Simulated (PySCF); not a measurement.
# A diatomic session: EuSe

The task here is to estimate one member of a computed series from the others.

The runs use PySCF 2.14.0; Eu x2c-SVPall, Se x2c-SVPall, spin-free X2C with a Gaussian nucleus.

Set-up of the first run:

The job is set up so:

```yaml
atoms: Eu, Se
charge: 0
basis: Eu x2c-SVPall, Se x2c-SVPall
Hamiltonian: spin-free X2C with a Gaussian nucleus
basis_functions: 117
electrons_treated: 97
masses_in_u: 152.9212, 79.9165
levels: PBE0, PBE, r²SCAN, TPSSh, M06-L, LC-ωPBE, HF, MP2, SCS-MP2
grid: 80 radial by 434 angular points
occupations: held fixed by the projection of orbital angular momentum
dissociation_limit: Eu + Se, each in its ground configuration
starting_distance_in_angstrom: 2.415
values_of_2S_to_try: 5, 7, 9
```

Run with:

```sh
> OMP_NUM_THREADS=4 python dia.py task.json out
```

Steps of the session up to this table: The job; First curve: PBE0; Other states along the same grid; PBE; r²SCAN; TPSSh (hybrid meta-GGA); M06-L; LC-ωPBE (range-separated hybrid); UHF (mean field).

One of the session's tables, all rows but one given; the rest of the session is left out.

It belongs to the step «The curves together». Energy (eV) from each level's lowest point:

| R (Å) | UHF | UHF-MP2 | UHF-SCS-MP2 | PBE | r²SCAN |
| --- | --- | --- | --- | --- | --- |
| 2.188 | 1.799 | 1.210 | 1.349 | 1.183 | 1.190 |
| 2.290 | 0.893 | 0.520 | 0.610 | 0.518 | 0.516 |
| 2.391 | 0.350 | 0.148 | 0.197 | 0.157 | 0.152 |
| 2.468 | 0.123 | 0.024 | 0.046 | 0.032 | 0.028 |
| 2.544 | 0.015 | 0.000 | 0.000 | 0.000 | 0.000 |
| 2.620 | 0.000 | 0.053 | 0.034 | 0.040 | 0.046 |
| 2.722 | ? | ? | ? | ? | ? |
| 2.849 | 0.346 | 0.515 | 0.429 | 0.428 | 0.463 |
| 3.002 | 0.727 | 0.906 | 0.794 | 0.804 | 0.856 |
| 3.205 | 1.294 | 1.476 | 1.318 | 1.340 | 1.406 |

Estimate the missing values for R (Å) = 2.722.

Worked estimate for «UHF». A straight line through the neighbours (2.620, 0.000) and (2.849, 0.346) gives 0.000 + (0.346 − 0.000) × (2.722 − 2.620) / (2.849 − 2.620) = 0.154; a parabola fitted to 4 rows on both sides gives 0.117.

The run gave: UHF: 0.088; UHF-MP2: 0.212; UHF-SCS-MP2: 0.179; PBE: 0.174; r²SCAN: 0.191. In «UHF» the line misses by +0.066 and the parabola by +0.029.
